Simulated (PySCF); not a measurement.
# H3S3Sm (Sm(SH)3-): the cost of one run

Method: several levels, as the steps say, no spin–orbit coupling; program: PySCF 2.14.0.

1 further run of the same task is left out (for a known fault of the program).

**1. The system as given**

7 atoms, charge -1, spin multiplicity 1.

Bond lengths: Sm1–S2 2.864 Å, Sm1–S4 2.864 Å, Sm1–S6 2.864 Å, S2–H3 1.353 Å, S4–H5 1.353 Å, S6–H7 1.353 Å. Angles: S2–Sm1–S4 120.0°, S2–Sm1–S6 120.0°, S4–Sm1–S6 120.0°, Sm1–S2–H3 93.0°, Sm1–S4–H5 93.0°, Sm1–S6–H7 93.0°.

Geometry (Å):

```xyz
7
charge -1, multiplicity 1
Sm    0.0000    0.0000    0.6227
S     2.8170   -0.5162    0.6243
H     3.1297    0.8004    0.6040
S    -0.9614    2.6977    0.6243
H    -2.2580    2.3102    0.6040
S    -1.8556   -2.1815    0.6243
H    -0.8717   -3.1106    0.6040
```

Formal oxidation states: Sm +2. Each metal's 6 4f electrons lie in its core potential, so multiplicities, spins and levels count the valence alone. An earlier session relaxed this geometry at PBE0, Sm lcecp-0-SVP with ECP52, S def2-SVP, H def2-SVP (singlet, point group C3h).

At PBE0 on the finer grid: E = -1224.647870 Eh, frontier levels not given, since the 4f levels lie in the core, Mulliken charge on Sm1 +0.42 e, largest force component 0.023 eV/Å. 

Levels to run: TPSSh; r2SCAN; PBE0, TZVP. Hardware: 2 threads of Arm Neoverse V1, shared host.

**2. TPSSh**

Input file run.py (the lines that set the calculation):

```python
mol = gto.M(atom='''
Sm     0.00000     0.00000     0.62273
S      2.81701    -0.51623     0.62428
H      3.12970     0.80038     0.60401
S     -0.96144     2.69772     0.62428
H     -2.25800     2.31021     0.60401
S     -1.85558    -2.18149     0.62428
H     -0.87170    -3.11059     0.60401''',
    basis={'Sm': 'lcecp-0-SVP', 'S': 'def2-SVP', 'H': 'def2-SVP'},
    ecp={'Sm': 'lcecp-0-SVP'},
    charge=-1, spin=0)
mf = dft.RKS(mol, xc='TPSSH')
mf.grids.atom_grid = (75, 302)  # f atoms: unpruned, at least (60, 302)
mf = mf.density_fit()  # fitting sets: Sm AutoAux, S def2-universal-JKFIT, H def2-universal-JKFIT
mf.conv_tol = 1e-08; mf.max_cycle = 55
mf.kernel(dm0)  # dm0: the density of the relaxed state
```

On the command line:

```sh
$ OMP_NUM_THREADS=2 python run.py
```

**Question.** How long does this run take on 2 threads of Arm Neoverse V1, shared host?

About 7.1 s.
